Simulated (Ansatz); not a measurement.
# Nb in Ansatz: reference runs

Reference runs on Nb: the cell as given.

Program: Ansatz 0.2.0. These are calculated values, not measurements. Logs are shortened: lines on timing, memory, paths and dates and some standing lists are left out, and cuts for length are marked.

### Step 1. The cell of the first run

The cell holds a slab with vacuum, 5 atoms: a = 2.882 Å, b = 2.882 Å, c = 24.413 Å, α = 90.00°, β = 90.00°, γ = 109.47°.

### Step 2. Single point, PBE (the (1 1 0) slab of Nb, cut from the database cell, not relaxed)

The input, input.yaml:

```yaml
crystal:
  lattice:
    - [2.8820459413, 0.0, 0.0]
    - [-0.9606819804, 2.7172189717, 0.0]
    - [0.0, 0.0, 24.4127226284]
  atoms:
    - { symbol: Nb, position: [0.5, 0.5, 0.3072168604] }
    - { symbol: Nb, position: [0.0, 0.0, 0.4036084302] }
    - { symbol: Nb, position: [0.5, 0.5, 0.5] }
    - { symbol: Nb, position: [0.0, 0.0, 0.5963915698] }
    - { symbol: Nb, position: [0.5, 0.5, 0.6927831396] }
hamiltonian:
  xc: pbe
  pseudopotentials: { kind: paw }
kpoints:
  mp_grid: { grid: [10, 10, 1] }
scf:
  occupations: { method: fermi_dirac, width: 0.05 }
output:
  forces: true
  eigenvalues: true
  write_density: true
  write_potential: true
  elf: true
  volumetric_format: npy
efield:
  axis: 3
  dipole_correction: true
  ramp_width: 0.04
```

Potentials or basis: Ansatz PAW.

Started as:

```sh
$ ansatz run input.yaml --threads 4 --pin off --max-ram 11264MiB --backend cpu --events-out ev --progress --plain --runs-dir out
```

Standard output:

```text
Warning: RAYON_NUM_THREADS=4 ignored (pool sized by the plan → 4); use --threads N
Engine: ansatz 0.2.0, aarch64-unknown-linux-gnu
Pseudopotentials: kind: paw
Pseudopotential: Nb, paw, valence charge 13, recommended cutoff 420 eV (normal), Nb.paw.azcp
Functional definition: PBE
  parameter kappa = 0.804
  parameter beta = 0.06672455060314922
  exchange = pbe_x(kappa = kappa, mu = beta*pi^2/3)
  correlation = pbe_c(beta = beta)
Crystal: 5 atoms, lattice volume = 191.180 Å³
Basis set: ecut = 420 eV, 3731 PW (Γ), exchange–correlation on 40×40×360 points (8 copies of the dense FFT grid, shifted against one another)
Bands: 39, of which v1, the nominal top of the filled ones, is band 33 counted from 1 (32 counted from 0)
Symmetry: 4 space group operations
k-points: 31 of 100
Non-local potential: Nb, projectors of the file, l = 0: 3, l = 1: 2, l = 2: 2, l = 3: 1
PAW form: soft (Blöchl's): semilocal exchange-correlation on the pseudo side does not see the compensation charge
PAW one-centre angular grid: Nb, 590 points (default); XC on 64 Gauss nodes
Initial density: superposition of atomic densities (neutral atoms: chi_scale 0, normalization atom), corrected by the library's trained network
Initial wavefunctions: pseudopotential atomic-orbital guess
Functional: x = pbe(κ = 0.804, μ = 0.2195149727645171), c = pbe(β = 0.06672455060314922)
SCF iter   1: F=—  HF=-22759.513577 eV  |F-HF|=—  |Δ(HF+E_count)|=         —  Δρ=1.47e-2  dr2=1.18e1  ethr=1.77e-3  p=0.000 e·Å  D=7.33e-14 V/Å  ΔV_dip=-0.00 eV  dr2_dipole=1.53e-7  V_vac-E_F(+/−)=4.97/4.97 eV  ⟨swp⟩=8.7  Hψ=5694  notcnv=0
efield: sawtooth ramp at fractional position 0.9800 (placed from the atoms, in the widest stretch of the axis that holds none; the zero of the levels goes with the place), width 0.0400; the density the first Hamiltonian is built on has a dipole p = 0.000 e·Å; the dipole correction subtracts the counter field D = 7.33e-14 V/Å, which shifts the + side's vacuum level by -0.00 eV against the − side's; the planar-averaged density in the ramp window peaks in size at 9.7e-6 e/Å³
preconditioner: auto → LDOS  [metal: Δε(μ)=0.011 eV  Ē_g=3.181 eV  σ=0.050 eV  W_gap=0.06  n_scr=16 (ndim 8)  ℏωp=13.4 eV  f_vac=0.449  D(μ)=7.58/eV (n_scr^D=66)  β→1.0]
SCF iter   2: F=—  HF=-22759.291063 eV  |F-HF|=—  |Δ(HF+E_count)|=   2.23e-1  Δρ=3.52e-3  dr2=3.68e-2  ethr=1.77e-3  p=0.000 e·Å  D=1.22e-6 V/Å  ΔV_dip=-0.00 eV  dr2_dipole=1.19e-7  V_vac-E_F(+/−)=4.58/4.58 eV  ⟨swp⟩=2.4  Hψ=1580  notcnv=0  defer=9
SCF iter   3: F=—  HF=-22759.291617 eV  |F-HF|=—  |Δ(HF+E_count)|=   5.55e-4  Δρ=1.14e-3  dr2=1.36e-2  ethr=5.66e-5  p=-0.000 e·Å  D=-2.01e-6 V/Å  ΔV_dip=0.00 eV  dr2_dipole=7.23e-10  V_vac-E_F(+/−)=4.58/4.58 eV  ⟨swp⟩=2.7  Hψ=2168  notcnv=0  defer=10
SCF iter   4: F=—  HF=-22759.291149 eV  |F-HF|=—  |Δ(HF+E_count)|=   4.68e-4  Δρ=2.52e-4  dr2=7.80e-4  ethr=2.10e-5  p=0.000 e·Å  D=6.58e-7 V/Å  ΔV_dip=-0.00 eV  dr2_dipole=1.24e-9  V_vac-E_F(+/−)=4.57/4.57 eV  ⟨swp⟩=1.5  Hψ=1360  notcnv=0  defer=10
SCF iter   5: F=—  HF=-22759.291169 eV  |F-HF|=—  |Δ(HF+E_count)|=   2.02e-5  Δρ=6.91e-5  dr2=1.80e-5  ethr=1.20e-6  p=0.000 e·Å  D=6.07e-7 V/Å  ΔV_dip=-0.00 eV  dr2_dipole=2.11e-11  V_vac-E_F(+/−)=4.56/4.56 eV  ⟨swp⟩=2.0  Hψ=1512  notcnv=0  defer=10
SCF iter   6: F=—  HF=-22759.291162 eV  |F-HF|=—  |Δ(HF+E_count)|=   7.50e-6  Δρ=2.44e-5  dr2=1.09e-6  ethr=2.77e-8  p=0.000 e·Å  D=4.60e-7 V/Å  ΔV_dip=-0.00 eV  dr2_dipole=2.14e-12  V_vac-E_F(+/−)=4.56/4.56 eV  ⟨swp⟩=3.0  Hψ=2226  notcnv=0  defer=10
SCF iter   7: F=—  HF=-22759.291163 eV  |F-HF|=—  |Δ(HF+E_count)|=   1.18e-6  Δρ=9.56e-6  dr2=2.08e-7  ethr=1.54e-10  p=0.000 e·Å  D=2.29e-7 V/Å  ΔV_dip=-0.00 eV  dr2_dipole=1.37e-12  V_vac-E_F(+/−)=4.56/4.56 eV  ⟨swp⟩=17.2  Hψ=10907  notcnv=0
SCF iter   8: F=-22759.291163 eV  HF=-22759.291163 eV  |F-HF|=8.50e-9  |Δ(HF+E_count)|=   1.37e-7  Δρ=2.64e-6  dr2=3.81e-8  ethr=1.54e-10  p=0.000 e·Å  D=1.24e-7 V/Å  ΔV_dip=-0.00 eV  dr2_dipole=5.53e-13  V_vac-E_F(+/−)=4.56/4.56 eV  ⟨swp⟩=10.7  Hψ=8891  notcnv=0
SCF 1 converged in 8 iterations: F = -22759.291163 eV  dr2 = 3.81e-8
WARN: The output density's exchange-correlation potential varies sharply where the density is thin. Do not read a vacuum level from v_tot or v_xc, or from such a field of the output density. On a cell that repeats whose density bears no net charge and no dipole along the vacuum's axis use v_es (v_loc + v_h of the components); under efield.dipole_correction with no amplitude use v_es + v_field, which holds any external_charges[].barrier, or the levels of the report's work_function block, which leave it out; under a non-zero efield.amplitude the vacuum is tilted and has no level; on a cell that repeats and bears such a dipole with no correction it is tilted too, and efield.dipole_correction with no amplitude gives each side of its ramp a level where efield: is served; in a cell that repeats whose density bears a net charge (total_charge, or a fill off its count) it is curved and has none; of a slab under crystal.periodic whose density bears no net charge use v_es, which has a level on each side, short of where the two are joined; of another it falls or rises all the way out and has none; of a slab beside external_charges read slab_vacuum_level instead, which it has where they leave it neutral. The grid or the basis barely resolves most such structure, and the values can differ between equally converged runs; as a rule a tighter scf.convergence.dr2_threshold does not remove it. Where the density itself ripples (under the LDA too) a higher basis.ecutwfc lessens it. The files hold the spikes' plane waves up to the density's cutoff. Files: v_tot_of_output_density and the like, and their columns of v_z.tsv (output.write_potential); v_xc_of_output_density and the like, and their columns of v_comp_z.tsv (output.write_potential_components). Measured: with its Gaussian average of σ = 0.25 Å subtracted twice, the exchange-correlation potential is over 0.1 eV at 688 of the grid points where the equally averaged density (valence and model cores) is under 1e-3 e/Å³, and 0.843 eV at the most among them, at an averaged density of 1.1e-7 e/Å³. The input density's (outcome.potential() and, of a run that writes arrays, v_tot and v_xc) is over 0.1 eV, so measured, at 44 points of its own thin density, 0.139 eV at the most. See output.write_potential in the manual, Limitations
SCF converged after 8 iterations
Free energy (F): -22759.291163 eV
Harris-Foulkes:  -22759.291163 eV  (|F-HF|=8.50e-9)
Internal energy: -22759.222181 eV  (E = F + TS)
E sigma→0 (E₀):  -22759.256672 eV
Entropy (-TS):   -0.068982 eV (-13.796 meV/atom)
Fermi energy:    6.155061 eV
Dipole field:    D = 0.000001 V/Å  (p = 0.000001 e·Å, saw-weighted, corrected)
Work function:   Φ+ = 4.5612 eV   Φ− = 4.5612 eV
Levels:          The Fermi level and band energies are counted from a zero that moves with the ramp; work functions are not
--- Per-component energies (eV) ---
  E_band       = -1097.500043
  E_kinetic    = 1964.559457
  E_local      = -58103.745176  (includes V_loc(G=0)·N_el)
  E_nonlocal   = 600.897031
  E_hartree    = 28018.666231
  E_xc         = -873.053712
  E_vxc        = -1058.462522  (∫ρ·V_xc dr)
  E_paw        = -15366.980126  (= ΣΔE_a)
  E_vpaw       = -538.062330  (= ΣTr[D̂ρ^β])
  E_aug_tail   = 0.000032  (compensation charges beyond the density's cutoff)
  E_efield     = 0.000000  (sawtooth field / dipole correction)
  E_vefield    = 0.000000  (∫n·V_field dr)
  E_ewald      = 21000.434082
  E_smearing   = -0.068982  (= −TS)
  E_closure    = -0.000000  (closes the sum)
  Σ components = -22759.291163   (vs F -22759.291163, Δ=0.00e0)
--- Forces (eV/Å), atoms counted from 1 ---
  atom   1  Nb     0.00000000     0.00000000     0.52892419
  atom   2  Nb     0.00000000     0.00000000    -0.36119672
  atom   3  Nb    -0.00000000     0.00000000     0.00000041
  atom   4  Nb     0.00000000    -0.00000000     0.36119618
  atom   5  Nb     0.00000000    -0.00000000    -0.52892472
  max |Σ_I F_I| component: 6.59e-7 eV/Å
--- Band table (eV; the first three rows and the last of 31) ---
  k-point 0: bands = ["-48.4590", "-48.4584", "-48.2166", "-48.1519", "-48.0579", "-24.8890", "-24.7810", "-24.4623", "-24.1302", "-24.1245", "-24.0888", "-23.9158", "-23.8715", "-23.8715", "-23.7792", "-23.7488", "-23.6472", "-23.6456", "-23.6452", "-23.5947", "0.5572", "1.2743", "2.1277", "2.5796", "2.5819", "4.6227", "4.8711", "5.3124", "5.7421", "5.8403", "5.8792", "6.2728", "6.3156", "6.4212", "6.7656", "6.9447", "7.5299", "7.8366", "8.7144"]
  k-point 1: bands = ["-48.4474", "-48.4469", "-48.2031", "-48.1421", "-48.0512", "-24.8583", "-24.7663", "-24.4747", "-24.2120", "-24.1657", "-24.0921", "-23.9390", "-23.9186", "-23.9107", "-23.8538", "-23.7241", "-23.7206", "-23.6833", "-23.6725", "-23.6257", "0.8464", "1.5471", "2.4033", "2.8595", "2.8709", "4.6886", "4.9196", "5.3451", "5.6283", "5.7520", "5.8953", "6.0189", "6.2134", "6.5540", "6.5883", "6.8615", "7.2616", "7.7558", "8.5586"]
  k-point 2: bands = ["-48.4171", "-48.4168", "-48.1664", "-48.1166", "-48.0348", "-24.7773", "-24.7352", "-24.5346", "-24.4048", "-24.3225", "-24.2016", "-24.0740", "-24.0129", "-23.9672", "-23.9548", "-23.8689", "-23.7793", "-23.7333", "-23.6877", "-23.6421", "1.6084", "2.2043", "2.9845", "3.4947", "3.5287", "4.7942", "4.9451", "5.3012", "5.4793", "5.5217", "5.5556", "5.8522", "5.9491", "5.9593", "6.2854", "7.2671", "7.3167", "8.3032", "8.5724"]
  k-point 30: bands = ["-48.2639", "-48.2637", "-48.0064", "-47.9655", "-47.8909", "-24.9694", "-24.9606", "-24.7860", "-24.6678", "-24.5747", "-24.5647", "-24.5472", "-24.5272", "-24.5022", "-24.3621", "-24.2464", "-24.2031", "-24.0540", "-23.9775", "-23.7242", "2.7069", "2.7494", "2.7764", "3.1033", "3.2375", "3.4431", "3.4506", "4.5718", "4.8308", "5.6687", "6.0621", "7.0293", "7.8943", "7.9244", "8.0028", "8.7791", "8.8716", "8.9600", "8.9608"]
```

Run time: 15 s. Hardware: 4 threads of Arm Neoverse N1, shared host; peak memory 0.53 GiB.

Results:

- Free energy: -22759.2912 eV
- Largest force: 0.529 eV/Å
- Band gap on the k mesh: none (metal or under the smearing width)
- Work function of the upper face: 4.56 eV
- Work function of the lower face: 4.56 eV
- Dipole across the slab: 0.000 e·Å

Forces in eV/Å, atoms in the order of the input:
```
Nb   0.000  0.000  0.529
Nb   0.000  0.000 -0.361
Nb   0.000  0.000  0.000
Nb   0.000  0.000  0.361
Nb   0.000  0.000 -0.529
```

Levels at points of the mesh, in eV from the Fermi level:
| k point | band 28 | band 29 | band 30 | band 31 | band 32 | band 33 | band 34 | band 35 | band 36 | band 37 |
| --- | --- | --- | --- | --- | --- | --- | --- | --- | --- | --- |
| (0.00, 0.00, 0.00) | -0.84 | -0.41 | -0.31 | -0.28 | 0.12 | 0.16 | 0.27 | 0.61 | 0.79 | 1.37 |
| (0.00, -0.50, 0.00) | -1.43 | -1.43 | -1.38 | -0.12 | 0.27 | 0.89 | 1.43 | 2.14 | 2.78 | 2.80 |
| (-0.50, -0.50, 0.00) | -1.58 | -1.32 | -0.49 | -0.09 | 0.87 | 1.74 | 1.77 | 1.85 | 2.62 | 2.72 |
